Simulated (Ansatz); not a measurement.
**SnH(NCO)3 (C3HN3O3Sn): the relaxed shape and its frontier levels**

Aim: characterise SnH(NCO)3 (C3HN3O3Sn) as a singlet: its structure, frontier levels and distribution of charge.

The runs use Ansatz 0.2.0, Gaussian basis; RKS PBE0-D4/def2-TZVP.

The runs, in order: relaxation at r2SCAN-D4/def2-SVP; a single point at PBE0-D4/def2-TZVP.

2 further runs of the same task are left out: 2 set aside as unsound or not needed.

## 1. Where the work starts

11 atoms, charge 0, spin multiplicity 1.

Atoms are counted from 1 here; the program's logs count them from 0.

Bond lengths: Sn1–H2 1.630 Å, Sn1–N3 1.958 Å, Sn1–N6 1.959 Å, Sn1–N9 1.958 Å, N3–C4 1.194 Å, C4–O5 1.150 Å, N6–C7 1.194 Å, C7–O8 1.150 Å, N9–C10 1.194 Å, C10–O11 1.150 Å. Angles: H2–Sn1–N3 110.0°, H2–Sn1–N6 110.1°, H2–Sn1–N9 110.0°, N3–Sn1–N6 108.9°, N3–Sn1–N9 108.9°, N6–Sn1–N9 108.9°, Sn1–N3–C4 159.3°, N3–C4–O5 176.0°, Sn1–N6–C7 158.0°, N6–C7–O8 175.8°, Sn1–N9–C10 158.7°, N9–C10–O11 175.9°.

Coordinates:

```tsv
atom	x (Å)	y (Å)	z (Å)
Sn1	0.04288	0.01428	1.01966
H2	0.10166	0.04112	2.64812
N3	1.85742	-0.01618	0.28485
C4	2.73477	-0.01829	-0.52433
O5	3.63278	-0.02288	-1.24322
N6	-0.88432	1.60625	0.35367
C7	-1.36864	2.35311	-0.44186
O8	-1.85696	3.12208	-1.14445
N9	-0.91517	-1.58097	0.40895
C10	-1.41853	-2.35423	-0.34839
O11	-1.92589	-3.14428	-1.01301
```

Sn takes a core potential in the def2 sets. No spin-orbit coupling is included.

The start is a GFN2-xTB geometry.

## 2. Optimising with r2SCAN-D4/def2-SVP

in.yaml reads:

```yaml
crystal:
  periodic: [false, false, false]
  atoms:
    - {symbol: Sn, position_ang: [0.042880, 0.014280, 1.019660]}
    - {symbol: H, position_ang: [0.101660, 0.041120, 2.648120]}
    - {symbol: N, position_ang: [1.857420, -0.016180, 0.284850]}
    - {symbol: C, position_ang: [2.734770, -0.018290, -0.524330]}
    - {symbol: O, position_ang: [3.632780, -0.022880, -1.243220]}
    - {symbol: N, position_ang: [-0.884320, 1.606250, 0.353670]}
    - {symbol: C, position_ang: [-1.368640, 2.353110, -0.441860]}
    - {symbol: O, position_ang: [-1.856960, 3.122080, -1.144450]}
    - {symbol: N, position_ang: [-0.915170, -1.580970, 0.408950]}
    - {symbol: C, position_ang: [-1.418530, -2.354230, -0.348390]}
    - {symbol: O, position_ang: [-1.925890, -3.144280, -1.013010]}
basis:
  gaussian: {orbitals: def2-SVP}
hamiltonian: {xc: r2scan, dispersion: d4}
scf: {lower_state_search: "off"}
output: {orbitals: {seedname: orbitals}}
relax: {f_tol: 0.02, max_steps: 100}
```

Command:

```sh
$ ansatz run in.yaml --threads 2 --pin off --events-out ev --progress --plain --max-ram 22528MiB --backend cpu
```

After this run come: Single point, PBE0-D4/def2-TZVP.

Q: Predict the results of all the runs planned. Wanted: point group; commonest bond, hydrogen aside; HOMO, LUMO at PBE0-D4/def2-TZVP; dipole at r2SCAN-D4/def2-SVP.

The runs gave:

```
                       quantity                          value
                    point group                             Cs
 commonest bond, hydrogen aside  C–O, 3 of mean length 1.171 Å
HOMO, LUMO at PBE0-D4/def2-TZVP                -8.91, -2.01 eV
   dipole at r2SCAN-D4/def2-SVP                         3.81 D
```

**Reading.** The molecule keeps its bonding pattern by the stored test; the atoms moved 0.32 Å (rms), and the angle Sn1–N3–C4 went from 159° to 143°. No usable vibrations, so a minimum isn't proven. The HOMO lies nearest to N3, N6, N9 about 19 % each; O5, O8, O11 about 12 % each and the LUMO to Sn1 31 %; H2 17 %. The point group is read from a loosely relaxed geometry; soft torsions can leave it below the true symmetry.
